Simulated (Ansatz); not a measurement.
**CH6BSb (SMILES C[BH][SbH2]) at r2SCAN/def2-SVPD (core potential)**

Aim: the vertical singlet–triplet gap of CH6BSb at r2SCAN/def2-SVPD (core potential), from 2 runs. 

The calculation is run with Ansatz 0.2.0.

29 further runs of the same task are left out: 29 set aside as unsound or not needed.

## Step 1: The molecule

CH6BSb: 9 atoms, total charge 0, spin state singlet. SMILES: `C[BH][SbH2]`. The shape is that of a PBE0-D4/def2-TZVP optimisation. This is one conformer, not always the lowest.

Bond lengths: C1–B2 1.551 Å, B2–Sb3 2.227 Å, C1–H4 1.102 Å, C1–H5 1.095 Å, C1–H6 1.091 Å, B2–H7 1.199 Å, Sb3–H8 1.703 Å, Sb3–H9 1.705 Å. Some angles: C1–B2–Sb3 123.7°, C1–B2–H7 119.7°, Sb3–B2–H7 116.5°, B2–C1–H4 105.1°, B2–C1–H5 112.5°, B2–C1–H6 116.5°, B2–Sb3–H8 95.0°, B2–Sb3–H9 95.1°, H4–C1–H5 104.9°, H4–C1–H6 107.2°.

## Step 2: The energy at r2SCAN/def2-SVPD (core potential)

Contents of input.yaml:

```yaml
crystal:
  periodic: [false, false, false]
  atoms:
    - {symbol: C, position_ang: [-0.696500, 0.976700, -0.600500]}
    - {symbol: B, position_ang: [0.386200, -0.132200, -0.547000]}
    - {symbol: Sb, position_ang: [1.415200, -0.767000, 1.323700]}
    - {symbol: H, position_ang: [-1.637800, 0.449300, -0.824500]}
    - {symbol: H, position_ang: [-0.551700, 1.662600, -1.441500]}
    - {symbol: H, position_ang: [-0.856700, 1.545300, 0.316400]}
    - {symbol: H, position_ang: [0.752700, -0.653500, -1.562200]}
    - {symbol: H, position_ang: [1.258000, -2.435000, 1.019200]}
    - {symbol: H, position_ang: [0.019000, -0.692400, 2.299200]}
basis:
  gaussian:
    orbitals: def2-SVPD
hamiltonian:
  xc: r2scan
accuracy: high
output: {orbitals: {seedname: orbitals}}
```

Command:

```sh
$ ansatz run input.yaml --threads 1 --pin off --max-ram 3480MiB --events-out events.jsonl --progress --plain --runs-dir runs
```

Log:

```text
Warning: RAYON_NUM_THREADS=1 ignored (pool sized by the plan → 1); use --threads N
Functional definition: r2SCAN
  name "r2SCAN"
  parameter k0 = 0.174
  parameter k1 = 0.065
  parameter a1 = 4.9479
  exchange = r2scan_x(k0 = k0, k1 = k1, a1 = a1)
  correlation = r2scan_c
2646 factors; integrals over basis functions are off by at most 3.3e-9 eV
mean field evaluation 1: about -8341.6334 eV, gradient 4.8e1 eV
mean field evaluation 2: about -8334.0580 eV, gradient 6.6e1 eV
mean field evaluation 4: about -8347.7597 eV, gradient 5.0e0 eV
mean field evaluation 8: about -8347.8520 eV, gradient 2.0e-1 eV
mean field evaluation 16: about -8347.8522 eV, gradient 1.3e-5 eV
mean field -8347.85215997 eV, -306.7779085014 hartree, gradient 5.2e-8 eV, S^2 0.000000; 0 other end points of the search recorded, 0 dependent functions left out
reference -8347.85216103 eV, -306.7779085406 hartree; 20, 20 occupied and 100, 100 virtual orbitals, 2646 factors
Total energy: -8347.85216103 eV, -306.7779085406 hartree
```

Run time: 21 s. Hardware: 1 thread of Arm Neoverse V2, shared host; peak memory 0.45 GiB.

## Step 3: The triplet at the same level

Contents of in.yaml:

```yaml
crystal:
  periodic: [false, false, false]
  atoms:
    - {symbol: C, position_ang: [-0.696500, 0.976700, -0.600500]}
    - {symbol: B, position_ang: [0.386200, -0.132200, -0.547000]}
    - {symbol: Sb, position_ang: [1.415200, -0.767000, 1.323700]}
    - {symbol: H, position_ang: [-1.637800, 0.449300, -0.824500]}
    - {symbol: H, position_ang: [-0.551700, 1.662600, -1.441500]}
    - {symbol: H, position_ang: [-0.856700, 1.545300, 0.316400]}
    - {symbol: H, position_ang: [0.752700, -0.653500, -1.562200]}
    - {symbol: H, position_ang: [1.258000, -2.435000, 1.019200]}
    - {symbol: H, position_ang: [0.019000, -0.692400, 2.299200]}
basis:
  gaussian: {orbitals: def2-SVPD}
magnetization: {spin_polarized: true, initial_magnetization: 2}
hamiltonian: {xc: r2scan}
accuracy: high
output: {orbitals: {seedname: orbitals}}
```

Command:

```sh
$ ansatz run in.yaml --threads 1 --pin off --max-ram 3480MiB --events-out events.jsonl --progress --plain --runs-dir runs
```

Log:

```text
Warning: RAYON_NUM_THREADS=1 ignored (pool sized by the plan → 1); use --threads N
Functional definition: r2SCAN
  name "r2SCAN"
  parameter k0 = 0.174
  parameter k1 = 0.065
  parameter a1 = 4.9479
  exchange = r2scan_x(k0 = k0, k1 = k1, a1 = a1)
  correlation = r2scan_c
2646 factors; integrals over basis functions are off by at most 3.3e-9 eV
mean field evaluation 1: about -8334.4435 eV, gradient 4.0e1 eV
mean field evaluation 2: about -8262.7922 eV, gradient 8.7e1 eV
mean field evaluation 4: about -8343.9622 eV, gradient 1.0e1 eV
mean field evaluation 8: about -8344.7686 eV, gradient 3.6e-1 eV
mean field evaluation 16: about -8344.7703 eV, gradient 8.6e-4 eV
mean field evaluation 32: about -8342.8837 eV, gradient 2.8e0 eV
mean field -8344.77026352 eV, -306.6646508960 hartree, gradient 7.5e-8 eV, S^2 2.012351; 2 other end points of the search recorded, 0 dependent functions left out
reference -8344.77026705 eV, -306.6646510258 hartree; 21, 19 occupied and 99, 101 virtual orbitals, 2646 factors
Total energy: -8344.77026705 eV, -306.6646510258 hartree
```

Wall time 39 s (1 thread of Arm Neoverse V2, shared host); peak memory 0.65 GiB.

## Step 4: What came out

At r2SCAN/def2-SVPD (core potential):

| quantity | value |
| --- | --- |
| singlet: total energy | -306.77791 Eh |
| singlet: HOMO energy | -6.04 eV |
| singlet: LUMO energy | -2.21 eV |
| singlet: HOMO–LUMO gap | 3.83 eV |
| triplet: total energy | -306.66465 Eh |
| triplet: HOMO energy (highest over α and β) | -3.10 eV |
| triplet: ⟨S²⟩ | 2.012 |
| vertical energy of the triplet above the singlet | 3.082 eV |

**Reading.** At this shape the triplet lies 3.08 eV (71 kcal/mol) above the singlet.
